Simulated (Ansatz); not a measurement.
**BClH₃OSi radical: small, medium and large basis sets**

An exercise on one series of results from a longer session: the logs are not shown, and one member is left open.

Program: Ansatz 0.2.0, Gaussian basis. Level of theory: one geometry, several basis sets. These are calculated values, not measurements.

Plan: PBE0-D4/def2-SVP; ωB97M-V/def2-SVP; PBE0-D4/def2-QZVPP; ωB97M-V/def2-QZVPP; the functionals' def2-TZVPP values are taken from earlier runs.

## The geometry

The geometry comes from an earlier relaxation with PBE0-D4 in a triple-zeta def2 set; it is a stationary point, not always the lowest conformer.

SMILES `[SiH3]O[B]Cl`, 7 atoms, charge 0, spin multiplicity 2.

Atoms are counted from 1 here; the program's logs count them from 0.

Bond lengths: Si1–O2 1.667 Å, Si1–H5 1.480 Å, Si1–H6 1.482 Å, Si1–H7 1.480 Å, O2–B3 1.324 Å, B3–Cl4 1.747 Å. Angles: O2–Si1–H5 107.1°, O2–Si1–H6 109.9°, O2–Si1–H7 107.2°, H5–Si1–H6 110.9°, H5–Si1–H7 110.6°, H6–Si1–H7 110.9°, Si1–O2–B3 133.9°, O2–B3–Cl4 123.5°.

The first run:

Contents of in.yaml:

```yaml
crystal:
  periodic: [false, false, false]
  atoms:
    - {symbol: Si, position_ang: [-0.572995, 0.775429, 0.374831]}
    - {symbol: O, position_ang: [0.044938, -0.648354, -0.233560]}
    - {symbol: B, position_ang: [1.256172, -1.042080, -0.596648]}
    - {symbol: Cl, position_ang: [1.605010, -2.636831, -1.219115]}
    - {symbol: H, position_ang: [-1.201285, 0.456845, 1.676092]}
    - {symbol: H, position_ang: [0.515614, 1.766642, 0.541205]}
    - {symbol: H, position_ang: [-1.586255, 1.260450, -0.588404]}
basis:
  gaussian: {orbitals: def2-SVP}
magnetization: {spin_polarized: true, initial_magnetization: 1}
hamiltonian: {xc: pbe0, dispersion: d4}
output: {orbitals: {seedname: orbitals}}
```

Steps of the session up to this table: PBE0-D4 in def2-SVP; ωB97M-V in def2-SVP; PBE0-D4 in def2-QZVPP; ωB97M-V in def2-QZVPP.

One of the session's tables, all rows but one given; the rest of the session is left out.

It belongs to the step «Functionals by basis». 

| functional | basis | HOMO (eV) | LUMO (eV) |
| --- | --- | --- | --- |
| PBE0-D4 | def2-SVP | -5.86 | -1.37 |
| PBE0-D4 | def2-TZVPP | -6.01 | -1.64 |
| PBE0-D4 | def2-QZVPP | ? | ? |
| ωB97M-V | def2-SVP | -7.67 | 0.24 |
| ωB97M-V | def2-TZVPP | -7.87 | -0.21 |
| ωB97M-V | def2-QZVPP | -7.91 | -0.28 |

Q: Estimate the row for PBE0-D4, def2-QZVPP from the others.

**Answer.** HOMO (eV): -6.04; LUMO (eV): -1.68. In the column «HOMO (eV)» it lies between ωB97M-V, def2-SVP (-7.67) and PBE0-D4, def2-TZVPP (-6.01).
